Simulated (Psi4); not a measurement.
**triplet SiHCl2OF at 3 levels**

Aim: a comparison of 3 runs (UB3LYP/6-31G*, UBHLYP/def2-SVP, UMP3/def2-SVP) of triplet SiHCl2OF. 

The calculation is run with Psi4 1.11.

## (1) The molecule

The species is SiHCl2OF (6 atoms), meant as a triplet with charge 0. SMILES of the parent species: `O[Si](F)(Cl)Cl`. The coordinates come from a PBE0-D4/def2-TZVP relaxation. This is one conformer, not always the lowest. That shape belongs to the parent species and isn't relaxed for this state.

Bond lengths: O1–Si2 1.612 Å, Si2–F3 1.579 Å, Si2–Cl4 2.026 Å, Si2–Cl5 2.011 Å, O1–H6 0.959 Å. Angles: O1–Si2–F3 111.1°, O1–Si2–Cl4 111.7°, O1–Si2–Cl5 107.8°, F3–Si2–Cl4 106.6°, F3–Si2–Cl5 108.3°, Cl4–Si2–Cl5 111.3°, Si2–O1–H6 118.9°.

## (2) Energy and forces at UB3LYP/6-31G(d) (spherical functions) (run 1)

Contents of input.json:

```json
{
  "schema_name": "qcschema_input",
  "schema_version": 1,
  "molecule": {
    "schema_name": "qcschema_molecule",
    "schema_version": 2,
    "symbols": ["O", "Si", "F", "Cl", "Cl", "H"],
    "geometry": [-0.95941395, 0.85736874, 2.12121757, 0.41479488, 0.02532233, -0.46751824, 2.9918144, -1.37326397, 0.08390384, -1.74100468, -2.40543238, -2.49368259, 1.16785075, 3.18210982, -2.44625047, -1.79448393, -0.40723598, 3.11521352],
    "molecular_charge": 0,
    "molecular_multiplicity": 3,
    "fix_symmetry": "c1"
  },
  "driver": "gradient",
  "model": {
    "method": "b3lyp",
    "basis": "6-31G*"
  },
  "keywords": {
    "reference": "uks",
    "puream": true,
    "e_convergence": 1e-09,
    "d_convergence": 1e-08,
    "scf_type": "pk",
    "dft_radial_points": 99,
    "dft_spherical_points": 590,
    "maxiter": 100
  }
}
```

Run with:

```
$ psi4 --qcschema input.json -n 1 --memory 2200MB
```

stdout:

```text
[...]
  Running in c1 symmetry.
[...]
  Nuclear repulsion =  382.547113833674928
[...]
  Multiplicity = 3
[...]
  Nalpha       = 34
  Nbeta        = 32
[...]
    Number of basis functions: 84
[...]
   @UKS iter   1: -1385.20422082827326    3.64981e-01   9.44355e-03 DIIS/ADIIS
[...]
   @UKS iter  28: -1385.45421387323881   -3.41061e-12   5.58950e-09 DIIS
[...]
   @S^2 Observed:                2.004032144E+00
[...]
  @UKS Final Energy: -1385.45421387323881
   => Energetics <=
    Nuclear Repulsion Energy =            382.5471138336749277
    One-Electron Energy =               -2677.7354734551317961
    Two-Electron Energy =                 987.9977838469345670
    DFT Exchange-Correlation Energy =     -78.2636380987165126
    Empirical Dispersion Energy =           0.0000000000000000
    VV10 Nonlocal Energy =                  0.0000000000000000
    Total Energy =                      -1385.4542138732390413
  UHF NO Occupations:
  HONO-2 :   32  A 1.9990992
  HONO-1 :   33  A 1.0000000
[...]
  -Total Gradient:
     Atom            X                  Y                   Z
    ------   -----------------  -----------------  -----------------
       1        0.012186921807    -0.027316504398    -0.031186718932
       2       -0.018207116583     0.013017399646    -0.039368258963
       3       -0.035806787241     0.018753343436    -0.014622936884
       4        0.060294525026     0.071901040155     0.053921288969
       5       -0.028305100331    -0.094352087690     0.054382191814
       6        0.009832648822     0.017991809200    -0.023107047603
[...]
```

The result, in JSON:

```text
{
 "driver": "gradient",
 "model": {
  "method": "b3lyp",
  "basis": "6-31G*"
 },
 "success": true,
 "return_result": [0.012186921807380478, -0.027316504397985275, -0.031186718932335072, -0.018207116583188163, 0.013017399646258577, -0.039368258963303426, -0.03580678724104186, 0.018753343436041625, -0.014622936883636261, 0.06029452502561142, 0.07190104015535921, 0.05392128896936555, -0.028305100331333707, -0.09435208769010403, 0.05438219181412949, 0.009832648822148765, 0.01799180919950008, -0.023107047602860364],
 "properties": {
  "calcinfo_nbasis": 84,
  "calcinfo_nmo": 84,
  "calcinfo_nalpha": 34,
  "calcinfo_nbeta": 32,
  "calcinfo_natom": 6,
  "nuclear_repulsion_energy": 382.5471138336749,
  "return_energy": -1385.4542138732388,
  "return_gradient": [0.012186921807380478, -0.027316504397985275, -0.031186718932335072, -0.018207116583188163, 0.013017399646258577, -0.039368258963303426, -0.03580678724104186, 0.018753343436041625, -0.014622936883636261, 0.06029452502561142, 0.07190104015535921, 0.05392128896936555, -0.028305100331333707, -0.09435208769010403, 0.05438219181412949, 0.009832648822148765, 0.01799180919950008, -0.023107047602860364],
  "scf_one_electron_energy": -2677.735473455132,
  "scf_two_electron_energy": 987.9977838469346,
  "scf_xc_energy": -78.26363809871651,
  "scf_dipole_moment": [-0.41616013250027417, -0.2076677641285517, 0.1892038590709375],
  "scf_total_energy": -1385.4542138732388,
  "scf_total_gradient": [0.012186921807380478, -0.027316504397985275, -0.031186718932335072, -0.018207116583188163, 0.013017399646258577, -0.039368258963303426, -0.03580678724104186, 0.018753343436041625, -0.014622936883636261, 0.06029452502561142, 0.07190104015535921, 0.05392128896936555, -0.028305100331333707, -0.09435208769010403, 0.05438219181412949, 0.009832648822148765, 0.01799180919950008, -0.023107047602860364],
  "scf_iterations": 28
 }
}
```

Run time: 28 s. Hardware: 1 thread of Intel Xeon 6975P-C (Granite Rapids), shared host; peak memory 0.94 GiB.

## (3) Energy and forces at UBHLYP/def2-SVP (run 2)

Contents of job.in:

```
memory 2200 mb

molecule m {
  0 3
  O     -0.507700     0.453700     1.122500
  Si     0.219500     0.013400    -0.247400
  F      1.583200    -0.726700     0.044400
  Cl    -0.921300    -1.272900    -1.319600
  Cl     0.618000     1.683900    -1.294500
  H     -0.949600    -0.215500     1.648500
  units angstrom
  symmetry c1
  no_reorient
  no_com
}

set {
  basis                def2-SVP
  reference            uks
  puream               true
  e_convergence        1e-09
  d_convergence        1e-08
  scf_type             pk
  dft_radial_points    99
  dft_spherical_points 590
  maxiter              100
}

energy_value, wavefunction = gradient('bhhlyp', return_wfn=True)
oeprop(wavefunction, 'QUADRUPOLE', 'WIBERG_LOWDIN_INDICES', 'LOWDIN_CHARGES', title='BHHLYP')
```

Run with:

```
$ psi4 -n 1 job.in job.out
```

job.out:

```text
[...]
  Running in c1 symmetry.
[...]
  Nuclear repulsion =  382.547113407934035
[...]
  Multiplicity = 3
[...]
  Nalpha       = 34
  Nbeta        = 32
[...]
    Number of basis functions: 87
[...]
   @UKS iter   1: -1384.65133727368379    2.23588e-01   8.04547e-03 DIIS/ADIIS
[...]
   @UKS iter  26: -1384.85938106859635   -5.04770e-11   8.82316e-09 DIIS
[...]
   @S^2 Observed:                2.008292678E+00
[...]
  @UKS Final Energy: -1384.85938106859635
   => Energetics <=
    Nuclear Repulsion Energy =            382.5471134079340345
    One-Electron Energy =               -2677.6744654156723300
    Two-Electron Energy =                 960.1392929186787342
    DFT Exchange-Correlation Energy =     -49.8713219795366811
    Empirical Dispersion Energy =           0.0000000000000000
    VV10 Nonlocal Energy =                  0.0000000000000000
    Total Energy =                      -1384.8593810685965764
  UHF NO Occupations:
  HONO-2 :   32  A 1.9977723
  HONO-1 :   33  A 1.0000000
[...]
  -Total Gradient:
     Atom            X                  Y                   Z
    ------   -----------------  -----------------  -----------------
       1        0.006663119228    -0.000338630056    -0.030377795801
       2       -0.003813527842     0.019262370238    -0.057802309785
       3       -0.033994039113     0.019244306595    -0.021375893771
       4        0.066681198732     0.084454541186     0.053863374029
       5       -0.035160412700    -0.121094609659     0.062171941676
       6       -0.000378980321    -0.001530622602    -0.006470458362
[...]
```

Wall time 22 s (1 thread of Intel Xeon 6975P-C (Granite Rapids), shared host); peak memory 0.93 GiB.

## (4) The energy at UMP3/def2-SVP (run 3)

Contents of job.dat:

```
memory 2200 MB

molecule {
  0 3
  O
  Si 1 R2
  F 2 R3 1 A3
  Cl 2 R4 3 A4 1 D4
  Cl 2 R5 3 A5 1 D5
  H 1 R6 2 A6 3 D6

  R2 = 1.612238
  R3 = 1.578788
  A3 = 111.13577
  R4 = 2.026229
  A4 = 106.64996
  D4 = -121.91005
  R5 = 2.011415
  A5 = 108.32532
  D5 = 118.18838
  R6 = 0.959052
  A6 = 118.90033
  D6 = -75.4793
  symmetry c1
  no_reorient
  no_com
}

set {
  basis def2-SVP
  reference uhf
  puream true
  e_convergence 1e-09
  d_convergence 1e-08
  scf_type pk
  num_frozen_docc 17
  maxiter 100
  mp_type conv
}

energy("mp3")
```

Run with:

```
$ psi4 job.dat job.out -n 1
```

job.out:

```text
[...]
  Running in c1 symmetry.
[...]
  Nuclear repulsion =  382.547139182596425
[...]
  Multiplicity = 3
[...]
  Nalpha       = 34
  Nbeta        = 32
[...]
    Number of basis functions: 87
[...]
   @UHF iter   1: -1381.96778305166868    1.02671e-02   6.66754e-03 DIIS/ADIIS
[...]
   @UHF iter  54: -1382.17373737699609   -6.59384e-12   5.17880e-09 DIIS
[...]
   @S^2 Observed:                2.011319062E+00
[...]
  @UHF Final Energy: -1382.17373737699609
   => Energetics <=
    Nuclear Repulsion Energy =            382.5471391825964247
    One-Electron Energy =               -2677.1832165106416141
    Two-Electron Energy =                 912.4623399510492163
    Total Energy =                      -1382.1737373769960868
  UHF NO Occupations:
  HONO-2 :   32  A 1.9970749
  HONO-1 :   33  A 1.0000000
  HONO-0 :   34  A 1.0000000
  LUNO+0 :   35  A 0.0029251
  LUNO+1 :   36  A 0.0011109
[...]
	SCS-MP2 Total Energy (a.u.)        : -1382.85592724444746
	SOS-MP2 Total Energy (a.u.)        : -1382.84212353756880
[...]
	SOS-PI-MP2 Total Energy (a.u.)     : -1382.89353785761296
[...]
	MP2 Total Energy (a.u.)            : -1382.88353465820410
[...]
	SCS-MP3 Total Energy (a.u.)        : -1382.86276753507309
[...]
	MP3 Total Energy (a.u.)            : -1382.91089582070640
[...]
```

It took 9.6 s on 1 thread of Intel Xeon 6975P-C (Granite Rapids), shared host; peak memory 0.51 GiB.

## (5) All runs side by side

| run | level | task | frozen core orbitals | energy (Eh) | dipole moment (D) | HOMO energy (eV) | ⟨S²⟩ | wall time |
| --- | --- | --- | --- | --- | --- | --- | --- | --- |
| 1 | UB3LYP/6-31G* (spherical functions) | gradient | 0 | -1385.454214 | 1.28 | -1.49 | 2.004 | 28 s |
| 2 | UBHLYP/def2-SVP | gradient | 0 | -1384.859381 | 1.15 | -1.97 | 2.008 | 22 s |
| 3 | UMP3/def2-SVP | energy | 17 | -1382.910896 | – | -3.55 | 2.011 | 9.6 s |

## (6) Outcome

| quantity | value |
| --- | --- |
| run 3: total energy | -1382.91090 Eh |
| run 3: HOMO energy (Hartree–Fock orbitals) (highest over α and β) | -3.55 eV |
| run 3: LUMO energy (Hartree–Fock orbitals) (lowest over α and β) | -3.23 eV |
| run 3: correlation energy (17 core orbitals frozen) | -737.2 mEh |
| run 3: ⟨S²⟩ of the reference determinant | 2.011 |

In words: Totals of different functionals can't be ranked against each other. All runs together took 59 s, the longest 28 s.
